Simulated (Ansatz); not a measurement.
**F₂H₄HfN₂: one species, many methods**

An exercise on one series of results from a longer session: the logs are not shown, and one member is left open.

The runs use Ansatz 0.2.0, Gaussian basis; functionals in def2-TZVPP, the program's frozen cores in correlated methods.

The runs, in order: LDA (SPW92), PBE-D4, revPBE-D4, BLYP-D4, r2SCAN-D4, B97M-V, PBE0-D4, B3LYP-D4, r2SCANh-D4, r2SCAN0-D4, HSE06-D4, BHLYP-D4, CAM-B3LYP-D4, LC-ωPBE, ωB97X-V, ωB97M-V, B2PLYP, PBE-QIDH; CCSD(T)/def2-SVP; CCSD(T)/def2-TZVPP; MP2/def2-QZVPP; extrapolation to the limit; RPA on PBE.

## The geometry

All runs share one geometry, relaxed beforehand with PBE0-D4 in a triple-zeta def2 set. Hf takes the def2 core potential; no spin-orbit term is included.

9 atoms, charge 0, spin multiplicity 1.

Atoms are counted from 1 here; the program's logs count them from 0.

Bond lengths: N1–Hf2 2.030 Å, N1–H6 1.009 Å, N1–H7 1.011 Å, Hf2–N3 2.025 Å, Hf2–F4 1.918 Å, Hf2–F5 1.918 Å, N3–H8 1.011 Å, N3–H9 1.011 Å. Angles: Hf2–N1–H6 125.6°, Hf2–N1–H7 125.6°, H6–N1–H7 108.8°, N1–Hf2–N3 106.4°, N1–Hf2–F4 109.0°, N1–Hf2–F5 109.1°, N3–Hf2–F4 110.6°, N3–Hf2–F5 110.5°, F4–Hf2–F5 111.0°, Hf2–N3–H8 125.6°, Hf2–N3–H9 125.6°, H8–N3–H9 108.5°.

The first run:

in.yaml

```yaml
crystal:
  periodic: [false, false, false]
  atoms:
    - {symbol: N, position_ang: [-1.137830, 1.219255, -0.324693]}
    - {symbol: Hf, position_ang: [0.369370, -0.111322, -0.603226]}
    - {symbol: N, position_ang: [0.623794, -1.064775, 1.164843]}
    - {symbol: F, position_ang: [-0.138483, -1.353203, -1.974423]}
    - {symbol: F, position_ang: [1.963238, 0.838586, -1.090665]}
    - {symbol: H, position_ang: [-1.642649, 1.363162, 0.537435]}
    - {symbol: H, position_ang: [-1.506343, 1.846615, -1.026149]}
    - {symbol: H, position_ang: [0.185940, -1.935815, 1.431981]}
    - {symbol: H, position_ang: [1.282972, -0.802504, 1.884907]}
basis:
  gaussian: {orbitals: def2-TZVPP}
hamiltonian: {xc: lda}
output: {orbitals: {seedname: orbitals}}
```

Started as:

```sh
> ansatz run in.yaml --threads 2 --pin off --events-out ev --progress --plain --max-ram 32768MiB --backend cpu
```

Among the steps run: LDA; PBE-D4 (GGA); revPBE-D4 (GGA); BLYP-D4 (GGA); r2SCAN-D4 (meta-GGA); B97M-V (meta-GGA); PBE0-D4 (hybrid); B3LYP-D4 (hybrid); r2SCANh-D4 (hybrid); r2SCAN0-D4 (hybrid); HSE06-D4 (hybrid); BHLYP-D4 (hybrid); CAM-B3LYP-D4 (range-separated); LC-ωPBE (range-separated); ωB97X-V (range-separated); ωB97M-V (range-separated); B2PLYP (double hybrid); PBE-QIDH (double hybrid).

One of the session's tables, all rows but one given; the rest of the session is left out.

It belongs to the step «Orbital energies across the functionals». 

```
  functional  HOMO (eV)  gap (eV)
 LDA (SPW92)      -6.31      5.17
      PBE-D4      -6.09      5.13
   revPBE-D4      -6.01      5.14
     BLYP-D4      -5.97      4.98
   r2SCAN-D4      -6.40      5.86
      B97M-V      -6.44      5.54
     PBE0-D4      -7.54      7.27
    B3LYP-D4          ?         ?
  r2SCANh-D4      -6.95      6.73
  r2SCAN0-D4      -7.77      7.84
    HSE06-D4      -7.13      6.52
    BHLYP-D4      -8.90      9.10
CAM-B3LYP-D4      -9.00      9.37
     LC-ωPBE     -10.43     11.99
     ωB97X-V     -10.03     11.38
     ωB97M-V      -9.93     10.81
```

Estimate the missing values for B3LYP-D4.

Worked estimate for «HOMO (eV)». Against the share of exact exchange, BLYP-D4 (0, -5.97), BHLYP-D4 (0.5, -8.90) give a slope of -5.86 per unit share; at 0.2 the line stands at -7.14.

As computed: HOMO (eV): -7.30; gap (eV): 6.70. In «HOMO (eV)» the line misses by +0.16.
